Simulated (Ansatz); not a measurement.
# CH5PSSi: rotation by 180° about the P1–Si2 bond

Aim: the minimum-energy path and barrier of the rotation by 180° about the P1–Si2 bond. The ends are relaxed first, then joined by a nudged elastic band. SMILES of the start: P[SiH]1CS1.

Method: RKS B3LYP-D4/6-31G, in Ansatz 0.2.0.

## 1. The starting structure

Bond lengths: P1–Si2 2.118 Å, Si2–C3 1.783 Å, Si2–S4 2.219 Å, C3–S4 1.629 Å, P1–H5 1.442 Å, P1–H6 1.439 Å, Si2–H7 1.473 Å, C3–H8 1.118 Å, C3–H9 1.126 Å. Angles (14 of 16 angles, heavy atoms first): P1–Si2–C3 117.3°, P1–Si2–S4 105.5°, C3–Si2–S4 46.5°, Si2–C3–S4 81.0°, Si2–S4–C3 52.5°, P1–Si2–H7 120.0°, C3–Si2–H7 121.4°, S4–Si2–H7 105.3°, Si2–P1–H5 99.4°, Si2–P1–H6 100.5°, Si2–C3–H8 119.9°, Si2–C3–H9 115.0°, S4–C3–H8 117.9°, S4–C3–H9 116.5°.

As a file:

```xyz
9

P    -1.7112    0.9338    0.4934
Si   -0.1480   -0.4767    0.7223
C     1.3697   -0.1655   -0.1611
S     0.5430   -0.9336   -1.3360
H    -2.4365    0.3085   -0.5848
H    -1.0804    1.8844   -0.3834
H    -0.4212   -1.7861    1.3391
H     1.6974    0.8855   -0.3532
H     2.2755   -0.6966    0.2464
```

## 2. Relaxing end A

input.yaml

```yaml
crystal:
  periodic: [false, false, false]
  atoms:
    - { symbol: P, position_ang: [-1.7112, 0.9338, 0.4934] }
    - { symbol: Si, position_ang: [-0.148, -0.4767, 0.7223] }
    - { symbol: C, position_ang: [1.3697, -0.1655, -0.1611] }
    - { symbol: S, position_ang: [0.543, -0.9336, -1.336] }
    - { symbol: H, position_ang: [-2.4365, 0.3085, -0.5848] }
    - { symbol: H, position_ang: [-1.0804, 1.8844, -0.3834] }
    - { symbol: H, position_ang: [-0.4212, -1.7861, 1.3391] }
    - { symbol: H, position_ang: [1.6974, 0.8855, -0.3532] }
    - { symbol: H, position_ang: [2.2755, -0.6966, 0.2464] }
basis:
  gaussian: { orbitals: "6-31G" }
hamiltonian:
  xc: b3lyp
  dispersion: d4
relax:
  f_tol: 0.015
  max_steps: 40
```

Launch:

```sh
> ansatz run input.yaml --threads 1 --pin off --max-ram 2048MiB --backend cpu --events-out ev --progress --plain --runs-dir out
```

What it wrote (excerpt; [...] marks lines left out):

```text
Warning: RAYON_NUM_THREADS=1 ignored (pool sized by the plan → 1); use --threads N
[...]
Functional definition: B3LYP
[...]
751 factors; integrals over basis functions are off by at most 2.1e-4 eV
[...]
mean field -29115.57201466 eV, -1069.9775362952 hartree, gradient 5.3e-5 eV, S^2 0.000000; 0 other end points of the search recorded, 0 dependent functions left out
[...]
reference -29115.57226110 eV, -1069.9775453519 hartree; 28, 28 occupied and 30, 30 virtual orbitals, 751 factors
relax step   1: F+E_penalty+E_count = -29116.00633698 eV  Δ(F+E_penalty+E_count) = +0.000e0 eV  max|allowed force component| = 7.956e0 eV/Å  Δτ_max = 0.0000 Å  (23 SCF iters, accepted)
[...]
relax step   3: F+E_penalty+E_count = -29117.69905383 eV  Δ(F+E_penalty+E_count) = -4.385e-1 eV  max|allowed force component| = 1.264e0 eV/Å  Δτ_max = 0.1503 Å  (27 SCF iters, accepted)
[...]
relax step   5: F+E_penalty+E_count = -29117.83116530 eV  Δ(F+E_penalty+E_count) = -2.141e-2 eV  max|allowed force component| = 1.940e-1 eV/Å  Δτ_max = 0.1924 Å  (26 SCF iters, accepted)
[...]
relax step   7: F+E_penalty+E_count = -29117.83874693 eV  Δ(F+E_penalty+E_count) = -9.624e-4 eV  max|allowed force component| = 1.090e-1 eV/Å  Δτ_max = 0.0692 Å  (26 SCF iters, accepted)
[...]
relax step   8: F+E_penalty+E_count = -29117.83953758 eV  Δ(F+E_penalty+E_count) = -7.906e-4 eV  max|allowed force component| = 9.996e-2 eV/Å  Δτ_max = 0.0218 Å  (26 SCF iters, accepted)
[...]
relax step   9: F+E_penalty+E_count = -29117.84020739 eV  Δ(F+E_penalty+E_count) = -6.698e-4 eV  max|allowed force component| = 9.311e-3 eV/Å  Δτ_max = 0.0186 Å  (26 SCF iters, accepted)
751 factors; integrals over basis functions are off by at most 2.2e-4 eV
mean field -29117.44433902 eV, -1070.0463429464 hartree, gradient 1.6e-5 eV, S^2 0.000000; 1 other end points of the search recorded, 0 dependent functions left out
[...]
reference -29117.44459379 eV, -1070.0463523088 hartree; 28, 28 occupied and 30, 30 virtual orbitals, 751 factors
Total energy: -29117.84046216 eV, -1070.0609002031 hartree
Atom 0 at    -1.754284     1.100468     0.551143 Å, force     0.005347    -0.001551    -0.001047 eV/Å
Atom 1 at    -0.204564    -0.605503     0.360224 Å, force    -0.009311     0.001289     0.008899 eV/Å
Atom 2 at     1.584306    -0.156204    -0.038274 Å, force     0.002114     0.007879     0.003560 eV/Å
Atom 3 at     0.803855    -1.110008    -1.580473 Å, force     0.005654     0.000352    -0.002786 eV/Å
Atom 4 at    -2.829099     0.450764    -0.171692 Å, force    -0.002445    -0.002242     0.001342 eV/Å
Atom 5 at    -1.279117     1.849736    -0.591142 Å, force    -0.001590     0.002911    -0.001831 eV/Å
Atom 6 at    -0.458681    -1.738602     1.299391 Å, force     0.001347     0.000758    -0.003421 eV/Å
Atom 7 at     1.833312     0.874187    -0.274341 Å, force     0.000518    -0.009169    -0.001069 eV/Å
Atom 8 at     2.392573    -0.711139     0.427865 Å, force    -0.001633    -0.000226    -0.003647 eV/Å
Dipole moment:    -0.104598     0.152493     0.299069 e Å
```

Wall time 24 s (1 thread of an x86-64 CPU, shared host); peak memory 0.17 GiB.

Step by step:

| step | energy from step 1 (eV) | largest force component (eV/Å) |
| --- | --- | --- |
| 1 | 0.0000 | 7.9560 |
| 2 | -1.2542 | 3.6588 |
| 3 | -1.6927 | 1.2644 |
| 4 | -1.8034 | 0.1930 |
| 5 | -1.8248 | 0.1940 |
| 6 | -1.8314 | 0.0412 |
| 7 | -1.8324 | 0.1090 |
| 8 | -1.8332 | 0.1000 |
| 9 | -1.8339 | 0.0093 |

Step 1 is the start.

After: Bond lengths: P1–Si2 2.313 Å, Si2–C3 1.887 Å, Si2–S4 2.244 Å, C3–S4 1.974 Å, P1–H5 1.449 Å, P1–H6 1.446 Å, Si2–H7 1.493 Å, C3–H8 1.086 Å, C3–H9 1.086 Å. Angles (14 of 16 angles, heavy atoms first): P1–Si2–C3 118.5°, P1–Si2–S4 122.6°, C3–Si2–S4 56.3°, Si2–C3–S4 71.0°, Si2–S4–C3 52.7°, P1–Si2–H7 113.2°, C3–Si2–H7 118.3°, S4–Si2–H7 116.7°, Si2–P1–H5 97.2°, Si2–P1–H6 95.6°, Si2–C3–H8 119.3°, Si2–C3–H9 119.6°, S4–C3–H8 112.3°, S4–C3–H9 112.5°.

## 3. End point B

The second end starts from a geometry with the move made by hand.

input.yaml

```yaml
crystal:
  periodic: [false, false, false]
  atoms:
    - { symbol: P, position_ang: [-1.7112, 0.9338, 0.4934] }
    - { symbol: Si, position_ang: [-0.148, -0.4767, 0.7223] }
    - { symbol: C, position_ang: [-0.45897, -1.87675, 1.7824] }
    - { symbol: S, position_ang: [0.03468, -0.80814, 2.90853] }
    - { symbol: H, position_ang: [-2.4365, 0.3085, -0.5848] }
    - { symbol: H, position_ang: [-1.0804, 1.8844, -0.3834] }
    - { symbol: H, position_ang: [1.21324, -0.14905, 0.26482] }
    - { symbol: H, position_ang: [-1.49354, -2.28994, 1.871] }
    - { symbol: H, position_ang: [0.20929, -2.76595, 1.60539] }
basis:
  gaussian: { orbitals: "6-31G" }
hamiltonian:
  xc: b3lyp
  dispersion: d4
relax:
  f_tol: 0.015
  max_steps: 40
```

Launch:

```sh
> ansatz run input.yaml --threads 1 --pin off --max-ram 2048MiB --backend cpu --events-out ev --progress --plain --runs-dir out
```

What it wrote (excerpt; [...] marks lines left out):

```text
Warning: RAYON_NUM_THREADS=1 ignored (pool sized by the plan → 1); use --threads N
[...]
Functional definition: B3LYP
[...]
750 factors; integrals over basis functions are off by at most 2.1e-4 eV
[...]
mean field -29115.66884946 eV, -1069.9810949086 hartree, gradient 6.5e-5 eV, S^2 0.000000; 0 other end points of the search recorded, 0 dependent functions left out
[...]
reference -29115.66910143 eV, -1069.9811041682 hartree; 28, 28 occupied and 30, 30 virtual orbitals, 750 factors
relax step   1: F+E_penalty+E_count = -29116.09118907 eV  Δ(F+E_penalty+E_count) = +0.000e0 eV  max|allowed force component| = 8.785e0 eV/Å  Δτ_max = 0.0000 Å  (23 SCF iters, accepted)
[...]
relax step   5: F+E_penalty+E_count = -29117.76942322 eV  Δ(F+E_penalty+E_count) = -2.805e-2 eV  max|allowed force component| = 2.610e-1 eV/Å  Δτ_max = 0.2000 Å  (27 SCF iters, accepted)
[...]
Total energy: -29117.81111479 eV, -1070.0598217072 hartree
Atom 0 at    -2.034952     0.765429     0.239342 Å, force     0.000486    -0.001593    -0.000780 eV/Å
Atom 1 at    -0.155838    -0.475379     0.792268 Å, force    -0.002847     0.006158     0.000816 eV/Å
Atom 2 at    -0.459618    -2.014827     1.841464 Å, force    -0.001185    -0.003263     0.004328 eV/Å
Atom 3 at     0.301166    -0.598359     2.981671 Å, force     0.000137     0.000633     0.000253 eV/Å
Atom 4 at    -1.884419     0.630083    -1.199436 Å, force     0.000400     0.000659     0.000072 eV/Å
Atom 5 at    -1.383464     2.059972     0.285929 Å, force    -0.000213     0.000511     0.000111 eV/Å
Atom 6 at     1.022965    -0.474113    -0.129016 Å, force     0.003684    -0.000451    -0.004093 eV/Å
Atom 7 at    -1.478767    -2.262377     2.121510 Å, force     0.000277    -0.001528     0.000334 eV/Å
Atom 8 at     0.201528    -2.870259     1.745910 Å, force    -0.000739    -0.001126    -0.001040 eV/Å
Dipole moment:    -0.014076    -0.073580    -0.626418 e Å
```

Run time: 43 s. Hardware: 1 thread of an x86-64 CPU, shared host; peak memory 0.18 GiB.

Relaxation path:

| step | energy from step 1 (eV) | largest force component (eV/Å) |
| --- | --- | --- |
| 1 | 0.0000 | 8.7848 |
| 2 | -1.1441 | 4.3913 |
| 3 | -1.4967 | 1.5862 |
| 4 | -1.6502 | 0.4497 |
| 5 | -1.6782 | 0.2610 |
| 6 | -1.6854 | 0.2327 |
| 7 | -1.7069 | 0.0947 |
| 8 | -1.7132 | 0.0240 |
| 9x | -1.7047 | 0.4668 |
| 10 | -1.7164 | 0.0554 |
| 11 | -1.7164 | 0.1516 |
| 12 | -1.7189 | 0.0683 |
| 13 | -1.7192 | 0.0714 |
| 14 | -1.7195 | 0.0151 |
| 15 | -1.7195 | 0.0157 |
| 16 | -1.7197 | 0.0062 |

Step 1 is the start. 1 step was tried and not accepted (marked x).

After: Bond lengths: P1–Si2 2.319 Å, Si2–C3 1.888 Å, Si2–S4 2.240 Å, C3–S4 1.971 Å, P1–H5 1.453 Å, P1–H6 1.450 Å, Si2–H7 1.496 Å, C3–H8 1.086 Å, C3–H9 1.085 Å. Angles (14 of 16 angles, heavy atoms first): P1–Si2–C3 116.0°, P1–Si2–S4 115.3°, C3–Si2–S4 56.3°, Si2–C3–S4 70.9°, Si2–S4–C3 52.8°, P1–Si2–H7 119.4°, C3–Si2–H7 118.0°, S4–Si2–H7 116.2°, Si2–P1–H5 95.9°, Si2–P1–H6 96.1°, Si2–C3–H8 118.7°, Si2–C3–H9 119.7°, S4–C3–H8 112.1°, S4–C3–H9 112.5°.

## 4. Nudged elastic band

crystal.atoms is end A as relaxed above, and neb.final_atoms is end B, turned to lie on A. With 7 inner images the band has 9 in all.

input.yaml

```yaml
crystal:
  periodic: [false, false, false]
  atoms:
    - { symbol: P, position_ang: [-1.754284, 1.100468, 0.551143] }
    - { symbol: Si, position_ang: [-0.204564, -0.605503, 0.360224] }
    - { symbol: C, position_ang: [1.584306, -0.156204, -0.038274] }
    - { symbol: S, position_ang: [0.803855, -1.110008, -1.580473] }
    - { symbol: H, position_ang: [-2.829099, 0.450764, -0.171692] }
    - { symbol: H, position_ang: [-1.279117, 1.849736, -0.591142] }
    - { symbol: H, position_ang: [-0.458681, -1.738602, 1.299391] }
    - { symbol: H, position_ang: [1.833312, 0.874187, -0.274341] }
    - { symbol: H, position_ang: [2.392573, -0.711139, 0.427865] }
basis:
  gaussian: { orbitals: "6-31G" }
hamiltonian:
  xc: b3lyp
  dispersion: d4
neb:
  order_check: false
  images: 7
  f_tol: 0.05
  max_iterations: 60
  initial_path: idpp
  final_atoms:
    - { symbol: P, position_ang: [-1.51163108, 1.37896124, -0.15293539] }
    - { symbol: Si, position_ang: [-0.17592776, -0.50411053, 0.06232817] }
    - { symbol: C, position_ang: [1.68602065, -0.19746005, 0.10824429] }
    - { symbol: S, position_ang: [1.19419623, -0.90940901, -1.66276766] }
    - { symbol: H, position_ang: [-2.23487982, 1.19146406, 1.09318536] }
    - { symbol: H, position_ang: [-2.53816303, 0.74784215, -0.95939023] }
    - { symbol: H, position_ang: [-0.70834502, -1.70485664, 0.77862628] }
    - { symbol: H, position_ang: [2.04784459, 0.82446995, 0.05244153] }
    - { symbol: H, position_ang: [2.32918623, -0.87320218, 0.66296865] }
```

Launch:

```sh
> ansatz run input.yaml --threads 1 --pin off --max-ram 2048MiB --backend cpu --events-out ev --progress --plain --runs-dir out
```

What it wrote (excerpt; [...] marks lines left out):

```text
Warning: RAYON_NUM_THREADS=1 ignored (pool sized by the plan → 1); use --threads N
[...]
Functional definition: B3LYP
[...]
749 factors; integrals over basis functions are off by at most 2.2e-4 eV
[...]
mean field -29117.44430298 eV, -1070.0463416220 hartree, gradient 4.8e-5 eV, S^2 0.000000; 0 other end points of the search recorded, 0 dependent functions left out
[...]
reference -29117.44455802 eV, -1070.0463509946 hartree; 28, 28 occupied and 30, 30 virtual orbitals, 749 factors
749 factors; integrals over basis functions are off by at most 2.4e-4 eV
[...]
mean field -29117.41397056 eV, -1070.0452269259 hartree, gradient 3.3e-5 eV, S^2 0.000000; 0 other end points of the search recorded, 0 dependent functions left out
[...]
reference -29117.41422608 eV, -1070.0452363164 hartree; 28, 28 occupied and 30, 30 virtual orbitals, 749 factors
[...]
Total energy: -29117.79783966 eV, -1070.0593338551 hartree
Atom 0 at    -1.649463     1.246054    -0.028570 Å, force     0.003450     0.021863     0.020704 eV/Å
Atom 1 at    -0.167736    -0.539984     0.017362 Å, force     0.045341     0.001883     0.023917 eV/Å
Atom 2 at     1.606899    -0.156561     0.532998 Å, force    -0.027988     0.022764     0.007990 eV/Å
Atom 3 at     1.563549    -0.524853    -1.406940 Å, force    -0.015513    -0.009964    -0.006816 eV/Å
Atom 4 at    -2.851473     0.446012     0.099349 Å, force    -0.013401     0.005668    -0.018187 eV/Å
Atom 5 at    -1.738257     1.367538    -1.467208 Å, force    -0.010649    -0.016660    -0.007976 eV/Å
Atom 6 at    -0.734196    -1.868432     0.406411 Å, force     0.007050    -0.012778    -0.015501 eV/Å
Atom 7 at     1.871221     0.874620     0.746937 Å, force     0.018241    -0.004905     0.002468 eV/Å
Atom 8 at     2.187757    -0.890695     1.082361 Å, force    -0.006531    -0.007873    -0.006599 eV/Å
Dipole moment:    -0.377524    -0.096855     0.312398 e Å
this run last wrote the band of iteration 3 to <dir>
```

It took 62 s on 1 thread of an x86-64 CPU, shared host; peak memory 0.15 GiB.

## 5. The band, image by image

The 7 inner images lie between the fixed ends 0 and 8. Energy is taken from image 0, and the path length is the program's own coordinate along the band.

| image | path (Å) | energy (eV) | dihedral H5–P1–Si2–S4 (°) | band force (eV/Å) |
| --- | --- | --- | --- | --- |
| 0 | 0.000 | 0.0000 | 71 | - |
| 1 | 0.363 | 0.0036 | 85 | 0.019 |
| 2 | 0.725 | 0.0146 | 98 | 0.033 |
| 3 | 1.088 | 0.0284 | 112 | 0.043 |
| 4 | 1.450 | 0.0393 | 125 | 0.043 |
| 5* | 1.813 | 0.0426 | 138 | 0.045 |
| 6 | 2.175 | 0.0386 | 151 | 0.034 |
| 7 | 2.538 | 0.0323 | 164 | 0.020 |
| 8 | 2.901 | 0.0293 | 177 | - |

The star marks the climbing image.

image, energy (eV) and a bar:
```
        0      0.000 
        1      0.004 ###
        2      0.015 ##########
        3      0.028 ####################
        4      0.039 ############################
        5      0.043 ##############################
        6      0.039 ###########################
        7      0.032 #######################
        8      0.029 #####################
```

How the highest energy settled:

| iteration | highest image above image 0 (eV) | largest band force (eV/Å) |
| --- | --- | --- |
| 1 | 0.0568 | 0.229 |
| 2 | 0.0482 | 0.107 |
| 3 | 0.0426 | 0.045 |

Positions of all images (Å):

```xyz
9
image=0 dE=0.0000
P    -1.754    1.100    0.551
Si   -0.205   -0.606    0.360
C     1.584   -0.156   -0.038
S     0.804   -1.110   -1.580
H    -2.829    0.451   -0.172
H    -1.279    1.850   -0.591
H    -0.459   -1.739    1.299
H     1.833    0.874   -0.274
H     2.393   -0.711    0.428
9
image=1 dE=0.0036
P    -1.743    1.120    0.461
Si   -0.206   -0.599    0.283
C     1.613   -0.146    0.073
S     0.967   -0.996   -1.588
H    -2.876    0.413   -0.102
H    -1.384    1.786   -0.772
H    -0.545   -1.780    1.133
H     1.889    0.894   -0.077
H     2.374   -0.738    0.572
9
image=2 dE=0.0146
P    -1.732    1.145    0.355
Si   -0.201   -0.584    0.212
C     1.632   -0.143    0.188
S     1.125   -0.876   -1.576
H    -2.897    0.382   -0.044
H    -1.491    1.708   -0.955
H    -0.618   -1.806    0.962
H     1.926    0.901    0.130
H     2.345   -0.774    0.710
9
image=3 dE=0.0284
P    -1.714    1.178    0.238
Si   -0.193   -0.567    0.143
C     1.638   -0.144    0.304
S     1.278   -0.756   -1.541
H    -2.898    0.375    0.010
H    -1.584    1.608   -1.136
H    -0.676   -1.828    0.784
H     1.935    0.900    0.340
H     2.303   -0.812    0.841
9
image=4 dE=0.0393
P    -1.687    1.212    0.110
Si   -0.182   -0.553    0.079
C     1.630   -0.148    0.419
S     1.425   -0.639   -1.484
H    -2.884    0.398    0.058
H    -1.664    1.490   -1.309
H    -0.716   -1.849    0.598
H     1.915    0.892    0.546
H     2.251   -0.850    0.965
9
image=5 dE=0.0426
P    -1.649    1.246   -0.029
Si   -0.168   -0.540    0.017
C     1.607   -0.157    0.533
S     1.564   -0.525   -1.407
H    -2.851    0.446    0.099
H    -1.738    1.368   -1.467
H    -0.734   -1.868    0.406
H     1.871    0.875    0.747
H     2.188   -0.891    1.082
9
image=6 dE=0.0386
P    -1.602    1.273   -0.166
Si   -0.149   -0.532   -0.049
C     1.570   -0.167    0.640
S     1.700   -0.425   -1.312
H    -2.808    0.524    0.135
H    -1.805    1.242   -1.599
H    -0.729   -1.888    0.203
H     1.802    0.853    0.934
H     2.109   -0.927    1.196
9
image=7 dE=0.0323
P    -1.554    1.298   -0.303
Si   -0.124   -0.519   -0.118
C     1.523   -0.181    0.741
S     1.828   -0.333   -1.201
H    -2.742    0.609    0.165
H    -1.871    1.120   -1.706
H    -0.704   -1.894   -0.005
H     1.719    0.822    1.108
H     2.015   -0.970    1.301
9
image=8 dE=0.0293
P    -1.554    1.281   -0.395
Si   -0.119   -0.516   -0.100
C     1.574   -0.113    0.631
S     1.770   -0.441   -1.302
H    -2.605    0.776    0.473
H    -2.177    0.782   -1.605
H    -0.687   -1.877    0.152
H     1.796    0.916    0.896
H     2.091   -0.854    1.233
```

## 6. Vibrations at the top

The geometry is the highest inner image of the first converged band.

input.yaml

```yaml
crystal:
  periodic: [false, false, false]
  atoms:
    - { symbol: P, position_ang: [-1.649463, 1.246054, -0.02857] }
    - { symbol: Si, position_ang: [-0.167736, -0.539984, 0.017362] }
    - { symbol: C, position_ang: [1.606899, -0.156561, 0.532998] }
    - { symbol: S, position_ang: [1.563549, -0.524853, -1.40694] }
    - { symbol: H, position_ang: [-2.851473, 0.446012, 0.099349] }
    - { symbol: H, position_ang: [-1.738257, 1.367538, -1.467208] }
    - { symbol: H, position_ang: [-0.734196, -1.868432, 0.406411] }
    - { symbol: H, position_ang: [1.871221, 0.87462, 0.746937] }
    - { symbol: H, position_ang: [2.187757, -0.890695, 1.082361] }
basis:
  gaussian: { orbitals: "6-31G" }
hamiltonian:
  xc: b3lyp
  dispersion: d4
phonons: {}
```

Launch:

```sh
> ansatz run input.yaml --threads 1 --pin off --max-ram 2048MiB --backend cpu --events-out ev --progress --plain --runs-dir out
```

What it wrote (excerpt; [...] marks lines left out):

```text
Warning: RAYON_NUM_THREADS=1 ignored (pool sized by the plan → 1); use --threads N
[...]
Functional definition: B3LYP
[...]
749 factors; integrals over basis functions are off by at most 2.4e-4 eV
[...]
mean field -29117.40190570 eV, -1070.0447835508 hartree, gradient 5.6e-5 eV, S^2 0.000000; 0 other end points of the search recorded, 0 dependent functions left out
[...]
reference -29117.40216277 eV, -1070.0447929978 hartree; 28, 28 occupied and 30, 30 virtual orbitals, 749 factors
[...]
749 factors; integrals over basis functions are off by at most 2.4e-4 eV
[...]
mean field -29117.40171489 eV, -1070.0447765385 hartree, gradient 1.3e-6 eV, S^2 0.000000; 0 other end points of the search recorded, 0 dependent functions left out
[...]
reference -29117.40197196 eV, -1070.0447859855 hartree; 28, 28 occupied and 30, 30 virtual orbitals, 749 factors
[...]
749 factors; integrals over basis functions are off by at most 2.4e-4 eV
[...]
WARN: phonons: modes at or below zero, which the zero-point energy, F, S and C_V leave out: 1, the lowest at -100.86 cm⁻¹. A minimum has none, and a first-order saddle one
[...]
Total energy: -29117.79784940 eV, -1070.0593342134 hartree
Atom 0 at    -1.649463     1.246054    -0.028570 Å, force     0.003412     0.021889     0.020695 eV/Å
Atom 1 at    -0.167736    -0.539984     0.017362 Å, force     0.045438     0.001883     0.023886 eV/Å
Atom 2 at     1.606899    -0.156561     0.532998 Å, force    -0.027989     0.022789     0.007982 eV/Å
Atom 3 at     1.563549    -0.524853    -1.406940 Å, force    -0.015531    -0.009918    -0.006830 eV/Å
Atom 4 at    -2.851473     0.446012     0.099349 Å, force    -0.013397     0.005713    -0.018160 eV/Å
Atom 5 at    -1.738257     1.367538    -1.467208 Å, force    -0.010645    -0.016711    -0.007985 eV/Å
Atom 6 at    -0.734196    -1.868432     0.406411 Å, force     0.007005    -0.012811    -0.015500 eV/Å
Atom 7 at     1.871221     0.874620     0.746937 Å, force     0.018209    -0.004952     0.002467 eV/Å
Atom 8 at     2.187757    -0.890695     1.082361 Å, force    -0.006502    -0.007882    -0.006556 eV/Å
Dipole moment:    -0.377524    -0.096858     0.312392 e Å
Vibrations: -100.86 131.38 168.89 373.14 460.69 511.23 549.19 664.29 689.58 745.34 796.11 860.10 942.49 1060.93 1101.73 1460.91 2190.34 2270.38 2300.86 3165.12 3265.40 cm⁻¹, zero-point energy 1.469715 eV
```

Wall time 89 s (1 thread of an x86-64 CPU, shared host); peak memory 0.15 GiB.

Of 21 modes, 1 is imaginary by more than 30 cm⁻¹ (101i cm⁻¹).

## 7. What came out

```
                    quantity                     value
                       end A   8 moves, 1.834 eV lower
                       end B  14 moves, 1.720 eV lower
            barrier forwards                  0.043 eV
           barrier backwards                  0.013 eV
second end relative to first                 +0.029 eV
               highest image     5 of 0 to 8, climbing
             band iterations                         3
  imaginary modes at the top                 101i cm⁻¹
```

In words: The top lies 0.043 eV above the first end, or 1.6 kT at room temperature. The second end lies 0.029 eV above the first, so the way back costs 0.013 eV. The top still moved by 6 meV in the last iteration, which bounds the digits to trust. The listed dihedral goes from 71° at end A through 138° at the highest image to 177° at end B; the relaxed ends differ by 106° in it rather than the 180° set up, and other torsions can move along the band as well. One imaginary mode, as a first-order saddle point has. These are electronic energies, with no zero-point or thermal terms. In so small a basis the energies are only a sketch.
